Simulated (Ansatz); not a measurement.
**WC4: from a guess to a relaxed structure**

Where does this trial cell of WC4 go when cell and atoms are let free?

Program: Ansatz 0.2.0. Level of theory: DFT PBE, scalar-relativistic, plane waves, PAW. These are calculated values, not measurements.

## 1. The system as given

It takes space group Im-3m (No. 229, cubic). The conventional cell has a = 5.083 Å, b = 5.083 Å, c = 5.083 Å, α = 90.00°, β = 90.00°, γ = 90.00°. W (site symmetry m-3m) is surrounded by 8 C at 2.20 Å. C (site symmetry -3m) is surrounded by 2 W at 2.20 Å.

Structure file:

```
W C
1.0
    -2.54157    2.54157    2.54157
     2.54157   -2.54157    2.54157
     2.54157    2.54157   -2.54157
W C
1 4
Direct
  0.00000 0.00000 0.00000
  0.00000 0.00000 0.50000
  0.50000 0.00000 0.00000
  0.50000 0.50000 0.50000
  0.00000 0.50000 0.00000
```

The cell is invented: species swapped into a database cell of NiHg4 (Im-3m, No. 229), with W on the Ni sites and C on the Hg sites. The dimensions are guesses.

## 2. Probe: one point on a coarse mesh

input.yaml reads:

```yaml
crystal:
  lattice:
    - [-2.54157249, 2.54157249, 2.54157249]
    - [2.54157249, -2.54157249, 2.54157249]
    - [2.54157249, 2.54157249, -2.54157249]
  atoms:
    - { symbol: W, position: [0.0, 0.0, 0.0] }
    - { symbol: C, position: [0.0, 0.0, 0.5] }
    - { symbol: C, position: [0.5, 0.0, 0.0] }
    - { symbol: C, position: [0.5, 0.5, 0.5] }
    - { symbol: C, position: [0.0, 0.5, 0.0] }
basis:
  ecutwfc: 420
kpoints:
  mp_grid: { grid: [6, 6, 6] }
hamiltonian:
  xc: pbe
scf:
  occupations: { method: gaussian, width: 0.1 }
  lower_state_search: "off"
output:
  forces: true
  stress: true
  eigenvalues: true
```

Run with:

```bash
$ ansatz run input.yaml --threads 1 --pin off --max-ram 2048MiB --backend cpu --events-out ev --progress --plain --runs-dir out
```

Further runs follow: rough relaxation on the coarse mesh; full relaxation.

**Question.** What will these runs give? Wanted: conventional cell; volume; energy over the elements; gap on the mesh.

**Answer**, as computed:

| quantity | value |
| --- | --- |
| symmetry at the end (tolerance 0.05 Å) | space group Im-3m (No. 229) |
| conventional cell | a = 4.817 Å, b = 4.817 Å, c = 4.817 Å, α = 90.00°, β = 90.00°, γ = 90.00° |
| volume | 11.18 Å³/atom |
| energy over the elements | +2.53 eV/atom |
| gap on the mesh | none (metal) |

What this shows: The space group Im-3m (No. 229) is kept, and the volume per atom shrinks by 14.9 % from the first guess. The formation energy is positive, so the separate elements lie lower. No finished test with a distortion of lower symmetry is shown, so the end may be a saddle point. The runs treat W without spin-orbit coupling.
